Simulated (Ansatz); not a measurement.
# C2H4BrN: one species, many methods

The task here is to estimate one member of a computed series from the others.

The runs use Ansatz 0.2.0, Gaussian basis; functionals in def2-TZVPP, the program's frozen cores in correlated methods.

The runs, in order: LDA (SPW92), PBE-D4, revPBE-D4, BLYP-D4, r2SCAN-D4, B97M-V, PBE0-D4, B3LYP-D4, r2SCANh-D4, r2SCAN0-D4, HSE06-D4, BHLYP-D4, CAM-B3LYP-D4, LC-ωPBE, ωB97X-V, ωB97M-V, B2PLYP, PBE-QIDH; CCSD(T)/def2-SVP; CCSD(T)/def2-TZVPP; MP2/def2-QZVPP; extrapolation to the limit; RPA on PBE.

## Structure used throughout

The geometry comes from an earlier relaxation with PBE0-D4 in a triple-zeta def2 set; it is a stationary point, not always the lowest conformer.

SMILES `C/N=C/Br`, 8 atoms, charge 0, spin multiplicity 1.

Atoms are counted from 1 here; the program's logs count them from 0.

Bond lengths: C1–N2 1.443 Å, C1–H5 1.092 Å, C1–H6 1.092 Å, C1–H7 1.098 Å, N2–C3 1.242 Å, C3–Br4 1.895 Å, C3–H8 1.093 Å. Angles: N2–C1–H5 108.7°, N2–C1–H6 108.7°, N2–C1–H7 113.9°, H5–C1–H6 107.1°, H5–C1–H7 109.1°, H6–C1–H7 109.1°, C1–N2–C3 118.2°, N2–C3–Br4 121.6°, N2–C3–H8 126.9°, Br4–C3–H8 111.5°.

The first run:

Contents of in.yaml:

```yaml
crystal:
  periodic: [false, false, false]
  atoms:
    - {symbol: C, position_ang: [-0.431301, 0.892465, 0.480157]}
    - {symbol: N, position_ang: [-0.227432, -0.533852, 0.406963]}
    - {symbol: C, position_ang: [0.476261, -0.978669, -0.514099]}
    - {symbol: Br, position_ang: [0.807471, -2.834821, -0.701921]}
    - {symbol: H, position_ang: [-1.503577, 1.096028, 0.434551]}
    - {symbol: H, position_ang: [-0.078532, 1.247522, 1.451124]}
    - {symbol: H, position_ang: [0.075773, 1.455253, -0.314595]}
    - {symbol: H, position_ang: [0.973436, -0.401025, -1.297981]}
basis:
  gaussian: {orbitals: def2-TZVPP}
hamiltonian: {xc: lda}
output: {orbitals: {seedname: orbitals}}
```

The run is started by

```
$ ansatz run in.yaml --threads 2 --pin off --events-out ev --progress --plain --max-ram 4352MiB
```

Steps of the session up to this table: LDA; PBE-D4 (GGA); revPBE-D4 (GGA); BLYP-D4 (GGA); r2SCAN-D4 (meta-GGA); B97M-V (meta-GGA); PBE0-D4 (hybrid); B3LYP-D4 (hybrid); r2SCANh-D4 (hybrid); r2SCAN0-D4 (hybrid); HSE06-D4 (hybrid); BHLYP-D4 (hybrid); CAM-B3LYP-D4 (range-separated); LC-ωPBE (range-separated); ωB97X-V (range-separated); ωB97M-V (range-separated); B2PLYP (double hybrid); PBE-QIDH (double hybrid).

One table of the session follows, with a row left open; its other results are not shown here.

It belongs to the step «Orbital energies across the functionals». 

```
  functional  HOMO (eV)  gap (eV)
 LDA (SPW92)      -6.60      4.69
      PBE-D4      -6.49      4.82
   revPBE-D4      -6.44      4.86
     BLYP-D4      -6.38      4.85
   r2SCAN-D4      -6.82      5.33
      B97M-V      -6.98      5.61
     PBE0-D4      -7.96      7.36
    B3LYP-D4      -7.72      6.88
  r2SCANh-D4      -7.36      6.28
  r2SCAN0-D4      -8.15      7.65
    HSE06-D4      -7.56      6.57
    BHLYP-D4          ?         ?
CAM-B3LYP-D4      -9.27      9.86
     LC-ωPBE     -10.64     12.43
     ωB97X-V     -10.27     11.98
     ωB97M-V     -10.14     11.77
```

**Question.** Estimate the row for BHLYP-D4.

Worked estimate for «HOMO (eV)». Against the share of exact exchange, BLYP-D4 (0, -6.38), B3LYP-D4 (0.2, -7.72) give a slope of -6.70 per unit share; at 0.5 the line stands at -9.73.

As computed: HOMO (eV): -9.03; gap (eV): 9.62. In «HOMO (eV)» the line misses by -0.70.
